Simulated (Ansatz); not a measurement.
# C2H6SSi: a ladder of functionals and wavefunction methods

How much do the methods differ for C2H6SSi? The plan is to run it at one geometry with functionals of several rungs and with coupled cluster, and see how far each lands from CCSD(T) at the basis-set limit for the atomisation energy.

The runs use Ansatz 0.2.0, Gaussian basis; functionals in def2-TZVPP, the program's frozen cores in correlated methods.

The runs, in order: LDA (SPW92), PBE-D4, revPBE-D4, BLYP-D4, r2SCAN-D4, B97M-V, PBE0-D4, B3LYP-D4, r2SCANh-D4, r2SCAN0-D4, HSE06-D4, BHLYP-D4, CAM-B3LYP-D4, LC-ωPBE, ωB97X-V, ωB97M-V, B2PLYP, PBE-QIDH; CCSD(T)/def2-SVP; CCSD(T)/def2-TZVPP; MP2/def2-QZVPP; extrapolation to the limit; RPA on PBE.

## (1) The relaxed structure

All runs share one geometry, relaxed beforehand with PBE0-D4 in a triple-zeta def2 set.

SMILES `CC([SiH3])=S`, 10 atoms, charge 0, spin multiplicity 1.

Atoms are counted from 1 here; the program's logs count them from 0.

Bond lengths: C1–C2 1.488 Å, C1–H5 1.097 Å, C1–H6 1.090 Å, C1–H7 1.096 Å, C2–Si3 1.895 Å, C2–S4 1.619 Å, Si3–H8 1.483 Å, Si3–H9 1.482 Å, Si3–H10 1.491 Å. Angles: C2–C1–H5 109.9°, C2–C1–H6 111.9°, C2–C1–H7 109.9°, H5–C1–H6 109.7°, H5–C1–H7 105.6°, H6–C1–H7 109.7°, C1–C2–Si3 120.3°, C1–C2–S4 123.6°, Si3–C2–S4 116.1°, C2–Si3–H8 108.5°, C2–Si3–H9 108.9°, C2–Si3–H10 110.8°, H8–Si3–H9 110.3°, H8–Si3–H10 109.0°, H9–Si3–H10 109.3°.

## (2) LDA

This LDA is Slater exchange with PW92 correlation.

File in.yaml:

```yaml
crystal:
  periodic: [false, false, false]
  atoms:
    - {symbol: C, position_ang: [-0.270384, 1.268896, -0.696894]}
    - {symbol: C, position_ang: [-0.666285, 0.005104, -0.017446]}
    - {symbol: Si, position_ang: [0.655790, -1.175574, 0.654006]}
    - {symbol: S, position_ang: [-2.204440, -0.456286, 0.188295]}
    - {symbol: H, position_ang: [0.382317, 1.046012, -1.549357]}
    - {symbol: H, position_ang: [-1.137261, 1.836276, -1.036745]}
    - {symbol: H, position_ang: [0.331050, 1.884543, -0.017599]}
    - {symbol: H, position_ang: [0.566532, -2.454475, -0.092292]}
    - {symbol: H, position_ang: [0.406063, -1.403554, 2.097187]}
    - {symbol: H, position_ang: [2.019819, -0.602242, 0.473644]}
basis:
  gaussian: {orbitals: def2-TZVPP}
hamiltonian: {xc: lda}
output: {orbitals: {seedname: orbitals}}
```

The run is started by

```sh
$ ansatz run in.yaml --threads 2 --pin off --events-out ev --progress --plain --max-ram 4352MiB
```

The runs that follow: PBE-D4 (GGA); revPBE-D4 (GGA); BLYP-D4 (GGA); r2SCAN-D4 (meta-GGA); B97M-V (meta-GGA); PBE0-D4 (hybrid); B3LYP-D4 (hybrid); r2SCANh-D4 (hybrid); r2SCAN0-D4 (hybrid); HSE06-D4 (hybrid); BHLYP-D4 (hybrid); CAM-B3LYP-D4 (range-separated); LC-ωPBE (range-separated); ωB97X-V (range-separated); ωB97M-V (range-separated); B2PLYP (double hybrid); PBE-QIDH (double hybrid); CCSD(T) in def2-SVP; CCSD(T) in def2-TZVPP; MP2 in def2-QZVPP; RPA on PBE orbitals.

Q: Predict the results of all the runs planned. Wanted: atomisation energy, CCSD(T)/CBS; farthest beyond LDA; mean size of error, GGA; mean size of error, meta-GGA; mean size of error, hybrid; mean size of error, range-separated; mean size of error, double hybrid; gap, smallest and largest; T1 diagnostic.

The runs gave:

| quantity | value |
| --- | --- |
| atomisation energy, CCSD(T)/CBS | 36.196 eV |
| functionals within 0.181 eV (0.5 %) | BLYP-D4, r2SCAN-D4, PBE0-D4, B3LYP-D4, r2SCANh-D4, HSE06-D4, CAM-B3LYP-D4, ωB97X-V, ωB97M-V |
| farthest beyond LDA | BHLYP-D4 (-0.874 eV) |
| mean size of error, GGA | 0.278 eV |
| mean size of error, meta-GGA | 0.140 eV |
| mean size of error, hybrid | 0.236 eV |
| mean size of error, range-separated | 0.171 eV |
| mean size of error, double hybrid | 0.346 eV |
| gap, smallest and largest | 1.76 eV (LDA (SPW92)), 8.82 eV (LC-ωPBE) |
| T1 diagnostic | 0.0156 |
| triples share of the correlation energy | 4.5 % |

In words: LDA overbinds by 4.819 eV (13 %). PBE-D4 is off by +0.522 eV. Double hybrids carry the basis error of their MP2 part in triple zeta, and no dispersion term here, so their miss is partly the set-up's. The rungs meta-GGA, range-separated miss on average by less than the doubt on the reference (0.181 eV), so they tie. The reference freezes the cores and leaves out relativity and excitations past (T), so misses under about 0.181 eV can't be ranked. Hartree-Fock recovers 74 % of the binding; the rest is correlation. CCSD(T) in def2-SVP is off by -1.962 eV, more than most functionals: a good method in a small basis is no reference. The gap grows from 1.8 to 8.8 eV across the functionals, mostly with the share of exact exchange. The restricted reference is unstable towards a spin-broken one.
